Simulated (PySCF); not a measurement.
**A diatomic session: KF**

What are the lowest state that PBE0 finds, the bond length, vibrational wavenumber and bond energy of KF, and how much do these hang on the method?

Program: PySCF 2.14.0. Level of theory: K x2c-TZVPPall, F x2c-TZVPPall, spin-free X2C with a Gaussian nucleus. These are calculated values, not measurements.

## Step 1: Input

Settings of the job:

| Property | Result |
| --- | --- |
| atoms | K, F |
| charge | 0 |
| basis | K x2c-TZVPPall, F x2c-TZVPPall |
| Hamiltonian | spin-free X2C with a Gaussian nucleus |
| basis functions | 64 |
| electrons treated | 28 |
| masses in u | 38.9637, 18.9984 |
| levels | PBE0, PBE, r²SCAN, M06-2X, M06, BP86, LDA, CAM-B3LYP, HF, MP2, SCS-MP2, CCSD, CCSD(T) |
| grid | 80 radial by 434 angular points |
| occupations | held fixed by the projection of orbital angular momentum |
| dissociation limit | K + F, each in its ground configuration |
| starting distance in angstrom | 2.560 |
| values of 2S to try | 0, 2 |

Command:

```console
$ OMP_NUM_THREADS=1 python dia.py task.json out
```

The runs that follow: First curve: PBE0; Other states along the same grid; PBE; r²SCAN (meta-GGA); M06-2X; M06; BP86 (GGA); LDA; CAM-B3LYP; RHF (mean field); Correlated methods on the Hartree–Fock reference.

What does the calculation give? Wanted: for each run, Re; ωe; De; μ.

The runs gave:

Lowest PBE0 solution found, without spin–orbit coupling: ¹Σ⁺ (singlet), closed shell. The other levels ran on it alone.

```tsv
level	Re (Å)	ωe (cm⁻¹)	De (eV)	μ (D)
RHF	2.221	422	2.93	-9.19
RHF-MP2	2.218	420	4.95	n/a
RHF-SCS-MP2	2.222	419	4.80	n/a
RHF-CCSD	2.218	423	4.53	n/a
RHF-CCSD(T)	2.217	422	4.63	n/a
LDA	2.150	447	5.70	-8.03
PBE	2.198	415	5.04	-8.22
BP86	2.199	416	5.06	-8.32
r²SCAN	2.193	426	4.93	-8.52
PBE0	2.187	427	4.73	-8.53
M06	2.199	425	5.18	-8.62
M06-2X	2.197	439	4.90	-8.79
CAM-B3LYP	2.192	431	4.96	-8.61
```

De is counted to K + F in their ground configurations. A positive dipole means K(−)F(+).

Differences from CCSD(T) in the same basis:

```tsv
level	Re (mÅ)	ωe (%)
RHF	+3	+0.1
RHF-MP2	0	-0.3
RHF-SCS-MP2	+5	-0.7
RHF-CCSD	0	+0.2
LDA	-67	+5.9
PBE	-19	-1.6
BP86	-19	-1.4
r²SCAN	-25	+1.1
PBE0	-30	+1.2
M06	-19	+0.7
M06-2X	-21	+4.0
CAM-B3LYP	-26	+2.2
```

**Reading.** Judged by CCSD(T) in the same basis: best bond length RHF-MP2 and RHF-CCSD (0 mÅ), worst LDA (-67 mÅ); best wavenumber RHF (+0.1 %), worst LDA (+5.9 %). Among the levels with a De in the table, it runs from 2.93 eV (RHF) to 5.70 eV (LDA).

Correlated steps freeze 6 core orbitals.
